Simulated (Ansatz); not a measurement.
# AlFH4O3: the cost of one run

Method: PBE0-D4/def2-TZVP structures, single points in def2-TZVPP, no counterpoise correction; program: Ansatz 0.2.0, Gaussian basis.

Levels: SPW92, PBE-D4, BLYP-D4, r2SCAN-D4, B97M-V, PBE0-D4, B3LYP-D4, r2SCAN0-D4, BHLYP-D4, CAM-B3LYP-D4, wB97X-V, wB97M-V, B2PLYP, PBE-QIDH, RPA on PBE, Hartree-Fock, MP2, CCSD, CCSD(T).

Correlated methods freeze the cores. B3LYP uses VWN-RPA correlation. B2PLYP carries no dispersion term here.

94 further runs of the same task are left out: 94 set aside as unsound or not needed. Runs told in other sessions of the task aren't counted.

## Step 1: The system as given

The complex: 11 atoms, charge 0, spin multiplicity 1.

Atoms are counted from 1 here; the program's logs count them from 0.

Bond lengths: Al1–O3 1.716 Å, Al1–O4 1.700 Å, Al1–O6 1.962 Å, Al1–F8 1.671 Å, H2–H7 0.748 Å, O3–H9 0.954 Å, O4–H10 0.955 Å, H5–O6 0.965 Å, O6–H11 0.969 Å. Angles: O3–Al1–O4 117.6°, O3–Al1–O6 89.2°, O3–Al1–F8 119.0°, O4–Al1–O6 110.8°, O4–Al1–F8 117.6°, O6–Al1–F8 94.1°, Al1–O3–H9 122.9°, Al1–O4–H10 121.7°, Al1–O6–H5 110.4°, Al1–O6–H11 101.7°, H5–O6–H11 108.1°.

Coordinates:

```mol
AlFH6O3
  3D, bonds by distance, orders not assigned

 11  9  0  0  0  0  0  0  0  0999 V2000
    0.0592    0.0365    0.2143 Al  0  0
   -0.6823   -2.3228   -1.3957 H   0  0
   -0.1503    0.9640   -1.2136 O   0  0
   -1.3294   -0.6371    0.9283 O   0  0
    1.5375    1.6084    1.4155 H   0  0
    0.6089    1.6657    1.1600 O   0  0
   -0.0089   -2.3070   -1.7204 H   0  0
    1.5148   -0.7440    0.4669 F   0  0
   -0.8057    0.7559   -1.8749 H   0  0
   -1.2737   -1.3530    1.5574 H   0  0
    0.5301    2.3335    0.4622 H   0  0
  1  3  8  0
  1  4  8  0
  1  6  8  0
  1  8  8  0
  2  7  8  0
  3  9  8  0
  4 10  8  0
  5  6  8  0
  6 11  8  0
M  END
```

Its parts: AlFH₄O₃ holds atoms 1, 3, 4, 5, 6, 8, 9, 10, 11; H₂ holds atoms 2, 7. Each part counts its atoms afresh in its own runs.

## Step 2: Relaxing AlFH₄O₃ alone

The input, relax-a/in.yaml:

```yaml
crystal:
  periodic: [false, false, false]
  atoms:
    - {symbol: Al, position_ang: [0.059155, 0.036483, 0.214316]}
    - {symbol: O, position_ang: [-0.150308, 0.963955, -1.213624]}
    - {symbol: O, position_ang: [-1.329438, -0.637080, 0.928258]}
    - {symbol: H, position_ang: [1.537504, 1.608431, 1.415495]}
    - {symbol: O, position_ang: [0.608928, 1.665690, 1.160010]}
    - {symbol: F, position_ang: [1.514793, -0.744038, 0.466944]}
    - {symbol: H, position_ang: [-0.805737, 0.755877, -1.874926]}
    - {symbol: H, position_ang: [-1.273705, -1.353004, 1.557388]}
    - {symbol: H, position_ang: [0.530088, 2.333477, 0.462185]}
basis:
  gaussian: {orbitals: def2-TZVP}
hamiltonian: {xc: pbe0, dispersion: d4}
relax: {f_tol: 0.005, max_steps: 200}
```

Started as:

```bash
$ ansatz run in.yaml --threads 8 --pin off --events-out ev --progress --plain --max-ram 19148MiB
```

**Question.** How long does this run take on 8 threads of Arm Neoverse V2, shared host?

About 7.5 s.
